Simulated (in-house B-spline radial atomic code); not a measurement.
**Ga³⁺: numerical settings, good and bad**

Which of these inputs for Ga³⁺ still give the converged answer?

The numbers are computed with in-house B-spline radial atomic code version 1 (scalar-relativistic (spin-free one-electron X2C) LDA (Slater, PW92), spin-polarised, spherical fractional occupations, Fermi nucleus, basis-set limit), except any that are marked as measured or tabulated.

## (1) Starting point

- element: gallium (Z = 31)
- charge: +3
- electrons: 28
- configuration: [Ar] 3d10
- Hamiltonian: scalar-relativistic (X2C)
- nucleus: Fermi, rms radius 3.997 fm

Outer shells as boxes (Hund's rule):

[Ar] 3d10
```
[Ar] core
3d [↑↓][↑↓][↑↓][↑↓][↑↓]
```

Where spins are not typed, each open shell is filled with up spins first.

A run counts as converged when the orbital gradient is under the tolerance times 31 hartree (or under the basis's noise floor) and the energy moved by less than 1e-8 hartree times the root of its size. Energy differences under 6e-06 hartree are noise.

Settings, as recorded:

```ini
Z = 31
electrons = 28.0
configuration = [Ar] 3d10
hamiltonian = x2c
method = lda,pw
spin_polarised = True
nucleus = fermi
rms_radius = 3.9973
mass_number = 69
atomic_mass = 68.925573528
speed_of_light = 137.035999084
knot_spacing = 0.22
spline_order = 8
gauss_points = 12
box_radius = 16.22
max_iterations = 70
damping = 0.5
damped_steps = 3
diis_vectors = 10
tolerance = 1e-08
start = Thomas-Fermi
```

The reference is known from an earlier run: -1938.581241 hartree in all. Up to eight levels, counted from the top:

```
orbital  occupation  energy (eV)  <r> (bohr)
2p down           3     -1130.86      0.1908
  2p up           3     -1130.86      0.1908
3s down           1      -181.07      0.6532
  3s up           1      -181.07      0.6532
3p down           3      -132.34      0.6795
  3p up           3      -132.34      0.6795
3d down           5      -52.846      0.7872
  3d up           5      -52.846      0.7872
```

## (2) Knot spacing (logarithmic) 1; first knot 0.0323; cap on iterations 75

Changes to the settings of step 1:

```diff
@@ -11,3 +11,3 @@
 speed_of_light = 137.035999084
-knot_spacing = 0.22
+knot_spacing = 1.0
 spline_order = 8
@@ -15,3 +15,4 @@
 box_radius = 16.22
-max_iterations = 70
+first_knot = 0.0323
+max_iterations = 75
 damping = 0.5
```

Run with:

```
python run_scf.py task.json out
```

One command runs all members of the session, one after another, from task.json.

The program writes no log. Results of the run, from its result record (rounded, main fields):

```text
{
  "status": "converged",
  "warnings": ["1s up reaches the box edge", "1s down reaches the box edge", "2s up reaches the box edge", "2s down reaches the box edge", "2p up reaches the box edge", "2p down reaches the box edge"],
  "scf [iteration, energy, orbital gradient]": [
    [1, -1921.51823629, 1.0],
    [2, -1919.75900052, 1.72],
    [3, -1927.28313925, 0.131],
    [4, -1927.31036879, 0.0266],
    [5, -1927.31132272, 0.0282],
    [6, -1927.31476878, 0.00632],
    [7, -1927.31484698, 0.000152],
    [8, -1927.31484705, 1.75e-05],
    [9, -1927.31484705, 6.54e-08]
  ],
  "energy [hartree]": {"total": -1927.31484705, "kinetic": 1919.2477488, "nuclear": -4570.84144759, "coulomb": 795.243353711, "xc": -70.9645019611},
  "orbitals [hartree, bohr; up spins, the down spins are equal]": [
    ["name", "occ", "eps", "<r>"],
    ["1s up", 1.0, -373.55549, 0.052615],
    ["2s up", 1.0, -47.397754, 0.22766],
    ["2p up", 3.0, -41.851292, 0.19641],
    ["3s up", 1.0, -6.6721483, 0.65254],
    ["3p up", 3.0, -4.8904016, 0.67688],
    ["3d up", 5.0, -1.9401294, 0.78665]
  ],
  "sum_r [bohr^k]": {"-1": 148.6642, "1": 14.97188, "2": 12.6749},
  "energy_minus_base [hartree]": 11.2663936
}
```

Wall time 0.04 s (1 thread, shared host).

energy_minus_base is the energy less that of the reference run.

It converged, but the warnings show orbitals that are unbound or carry amplitude at the edge of the box (from a small box or a coarse basis), so the numbers can't be trusted as the atom's.

## (3) Knot spacing (logarithmic) 2; spline order 6; cap on iterations 100; number of damped steps 8

Changes to the settings of step 2:

```diff
@@ -11,10 +11,9 @@
 speed_of_light = 137.035999084
-knot_spacing = 1.0
-spline_order = 8
+knot_spacing = 2.0
+spline_order = 6
 gauss_points = 12
 box_radius = 16.22
-first_knot = 0.0323
-max_iterations = 75
+max_iterations = 100
 damping = 0.5
-damped_steps = 3
+damped_steps = 8
 diis_vectors = 10
```

Results of the run:

```text
{
  "status": "converged",
  "warnings": ["1s up reaches the box edge", "1s down reaches the box edge", "2s up reaches the box edge", "2s down reaches the box edge", "3s up reaches the box edge", "3s down reaches the box edge"],
  "scf [iteration, energy, orbital gradient]": [
    [1, -1733.79143373, 2.57],
    [2, -1742.51786783, 1.97],
    [3, -1750.90436724, 0.478],
    [4, -1751.57359376, 0.0388],
    [5, -1751.57780752, 0.0217],
    [6, -1751.57857896, 0.00946],
    [7, -1751.57874913, 0.00418],
    [8, -1751.57878645, 0.00183],
    [9, -1751.57879462, 0.000818],
    [10, -1751.57879691, 0.000105],
    [11, -1751.57879692, 4.4e-06],
    [12, -1751.57879692, 6.1e-07],
    [13, -1751.57879692, 5.09e-07],
    [14, -1751.57879692, 2.42e-09]
  ],
  "energy [hartree]": {"total": -1751.57879692, "kinetic": 2314.0890223, "nuclear": -4753.80573283, "coulomb": 757.93617693, "xc": -69.7982633139},
  "orbitals [hartree, bohr; up spins, the down spins are equal]": [
    ["name", "occ", "eps", "<r>"],
    ["1s up", 1.0, -324.43759, 0.069556],
    ["2s up", 1.0, -26.788673, 0.46647],
    ["2p up", 3.0, -42.221744, 0.19528],
    ["3s up", 1.0, -2.9916273, 1.2127],
    ["3p up", 3.0, -4.622027, 0.73667],
    ["3d up", 5.0, -2.6796669, 0.67129]
  ],
  "sum_r [bohr^k]": {"-1": 154.3468, "1": 15.80201, "2": 14.23466},
  "energy_minus_base [hartree]": 187.002444
}
```

Run time: 0.06 s. Hardware: 1 thread, shared host.

It converged, but the warnings show orbitals that are unbound or carry amplitude at the edge of the box (from a small box or a coarse basis), so the numbers can't be trusted as the atom's.

## (4) Gauss points an interval 8; box radius 1.62; cap on iterations 75; damping (share of the old matrix) 0.8; convergence tolerance 0.0001

Settings, as recorded:

```ini
Z = 31
electrons = 28.0
configuration = [Ar] 3d10
hamiltonian = x2c
method = lda,pw
spin_polarised = True
nucleus = fermi
rms_radius = 3.9973
mass_number = 69
atomic_mass = 68.925573528
speed_of_light = 137.035999084
knot_spacing = 0.22
spline_order = 8
gauss_points = 8
box_radius = 1.62
max_iterations = 75
damping = 0.8
damped_steps = 3
diis_vectors = 10
tolerance = 0.0001
start = Thomas-Fermi
```

Results of the run:

```text
{
  "status": "converged",
  "warnings": ["3s up reaches the box edge", "3s down reaches the box edge", "3p up reaches the box edge", "3p down reaches the box edge", "3d up reaches the box edge", "3d down reaches the box edge"],
  "scf [iteration, energy, orbital gradient]": [
    [1, -1934.87164909, 0.276],
    [2, -1935.11652414, 0.0617],
    [3, -1935.14807587, 0.0443],
    [4, -1935.16055235, 0.0321],
    [5, -1935.16353752, 0.0149],
    [6, -1935.16894001, 0.00378],
    [7, -1935.16926218, 5.15e-06],
    [8, -1935.16926218, 6.96e-07]
  ],
  "energy [hartree]": {"total": -1935.16926218, "kinetic": 1993.19645077, "nuclear": -4686.83186559, "coulomb": 832.246122818, "xc": -73.7799701744},
  "orbitals [hartree, bohr; up spins, the down spins are equal]": [
    ["name", "occ", "eps", "<r>"],
    ["1s up", 1.0, -374.76128, 0.048299],
    ["2s up", 1.0, -46.17531, 0.21815],
    ["2p up", 3.0, -40.230566, 0.19095],
    ["3s up", 1.0, -5.7357596, 0.65171],
    ["3p up", 3.0, -3.9251816, 0.66603],
    ["3d up", 5.0, -0.8596619, 0.67547]
  ],
  "sum_r [bohr^k]": {"-1": 152.4875, "1": 13.73291, "2": 9.746503},
  "energy_minus_base [hartree]": 3.41197844
}
```

It took 0.09 s on 1 thread, shared host.

It converged, but the warnings show orbitals that are unbound or carry amplitude at the edge of the box (from a small box or a coarse basis), so the numbers can't be trusted as the atom's.

## (5) Spline order 4; Gauss points an interval 8; cap on iterations 60; damping (share of the old matrix) 0.8; convergence tolerance 0.001

Changes to the settings of step 4:

```diff
@@ -12,6 +12,6 @@
 knot_spacing = 0.22
-spline_order = 8
+spline_order = 4
 gauss_points = 8
-box_radius = 1.62
-max_iterations = 75
+box_radius = 16.22
+max_iterations = 60
 damping = 0.8
@@ -19,3 +19,3 @@
 diis_vectors = 10
-tolerance = 0.0001
+tolerance = 0.001
 start = Thomas-Fermi
```

Results of the run:

```text
{
  "status": "converged",
  "scf [iteration, energy, orbital gradient]": [
    [1, -1932.96113451, 0.354],
    [2, -1930.98378132, 0.628],
    [3, -1935.43809293, 0.372],
    [4, -1937.44447147, 0.212],
    [5, -1934.30371035, 0.382],
    [6, -1938.56899218, 0.0193],
    [7, -1938.58009519, 0.00472],
    [8, -1938.58057704, 0.000551],
    [9, -1938.58058466, 2.39e-05],
    [10, -1938.58058467, 6.17e-07]
  ],
  "energy [hartree]": {"total": -1938.58058467, "kinetic": 1975.99543071, "nuclear": -4646.05919885, "coulomb": 803.539640274, "xc": -72.056456808},
  "orbitals [hartree, bohr; up spins, the down spins are equal]": [
    ["name", "occ", "eps", "<r>"],
    ["1s up", 1.0, -376.09212, 0.0483],
    ["2s up", 1.0, -47.494856, 0.21796],
    ["2p up", 3.0, -41.558475, 0.19077],
    ["3s up", 1.0, -6.6539974, 0.65322],
    ["3p up", 3.0, -4.8634195, 0.67952],
    ["3d up", 5.0, -1.9420553, 0.78715]
  ],
  "sum_r [bohr^k]": {"-1": 151.1729, "1": 14.93223, "2": 12.58059},
  "energy_minus_base [hartree]": 0.000655947894
}
```

It took 0.12 s on 1 thread, shared host.

## (6) Knot spacing (logarithmic) 0.75; Gauss points an interval 16; cap on iterations 100; convergence tolerance 1e-05

Settings, as recorded:

```ini
Z = 31
electrons = 28.0
configuration = [Ar] 3d10
hamiltonian = x2c
method = lda,pw
spin_polarised = True
nucleus = fermi
rms_radius = 3.9973
mass_number = 69
atomic_mass = 68.925573528
speed_of_light = 137.035999084
knot_spacing = 0.75
spline_order = 8
gauss_points = 16
box_radius = 16.22
max_iterations = 100
damping = 0.5
damped_steps = 3
diis_vectors = 10
tolerance = 1e-05
start = Thomas-Fermi
```

Results of the run:

```text
{
  "status": "converged",
  "warnings": ["3s up reaches the box edge", "3s down reaches the box edge"],
  "scf [iteration, energy, orbital gradient]": [
    [1, -1931.92234633, 1.1],
    [2, -1930.12414784, 1.64],
    [3, -1937.71450377, 0.111],
    [4, -1937.74408834, 0.0311],
    [5, -1937.74596215, 0.0282],
    [6, -1937.74837429, 0.0131],
    [7, -1937.74885427, 0.000263],
    [8, -1937.74885442, 3.2e-05]
  ],
  "energy [hartree]": {"total": -1937.74885442, "kinetic": 1977.43774358, "nuclear": -4646.48235811, "coulomb": 803.365885488, "xc": -72.0701253712},
  "orbitals [hartree, bohr; up spins, the down spins are equal]": [
    ["name", "occ", "eps", "<r>"],
    ["1s up", 1.0, -375.79926, 0.048666],
    ["2s up", 1.0, -47.489833, 0.21798],
    ["2p up", 3.0, -41.554889, 0.19081],
    ["3s up", 1.0, -6.6143452, 0.66131],
    ["3p up", 3.0, -4.8566521, 0.68246],
    ["3d up", 5.0, -1.9504259, 0.784]
  ],
  "sum_r [bohr^k]": {"-1": 151.1871, "1": 14.93549, "2": 12.59993},
  "energy_minus_base [hartree]": 0.832386201
}
```

Run time: 0.05 s. Hardware: 1 thread, shared host.

It converged, but the warnings show orbitals that are unbound or carry amplitude at the edge of the box (from a small box or a coarse basis), so the numbers can't be trusted as the atom's.

## (7) Another Hamiltonian or method

Settings, as recorded:

```ini
Z = 31
electrons = 28.0
configuration = [Ar] 3d10
hamiltonian = dirac
method = revtpss,revtpss
spin_polarised = False
nucleus = fermi
rms_radius = 3.9973
mass_number = 69
atomic_mass = 68.925573528
speed_of_light = 137.035999084
knot_spacing = 0.22
spline_order = 8
gauss_points = 12
box_radius = 16.22
max_iterations = 70
damping = 0.5
damped_steps = 3
diis_vectors = 10
tolerance = 1e-08
start = Thomas-Fermi
```

Results of the run:

```text
{
  "status": "refused",
  "warnings": ["error: meta-GGAs are not served with the Dirac Hamiltonian"]
}
```

Wall time 0.01 s (1 thread, shared host).

Meta-GGA runs start from a PBE run whose iterations are not counted.

Refused before any iteration: this program has no meta-GGA with the Dirac Hamiltonian. To mend it, take X2C, or a GGA.

## (8) What each setting did

| run | outcome | iterations | energy less the reference (hartree) |
| --- | --- | --- | --- |
| reference | converged | 9 | 0 |
| knot spacing (logarithmic) 1; first knot 0.0323; cap on iterations 75 | converged | 9 | +11.3 |
| knot spacing (logarithmic) 2; spline order 6; cap on iterations 100; number of damped steps 8 | converged | 14 | +187 |
| Gauss points an interval 8; box radius 1.62; cap on iterations 75; damping (share of the old matrix) 0.8; convergence tolerance 0.0001 | converged | 8 | +3.41 |
| spline order 4; Gauss points an interval 8; cap on iterations 60; damping (share of the old matrix) 0.8; convergence tolerance 0.001 | converged | 10 | +0.000656 |
| knot spacing (logarithmic) 0.75; Gauss points an interval 16; cap on iterations 100; convergence tolerance 1e-05 | converged | 8 | +0.832 |
| Another Hamiltonian or method | refused | - | - |

Of 6 changed inputs, 5 converged to another value and 1 met a refusal. The worst converged miss is +187 hartree (knot spacing (logarithmic) 2; spline order 6; cap on iterations 100; number of damped steps 8): that the iterations converge says nothing of the basis, the quadrature or the box.
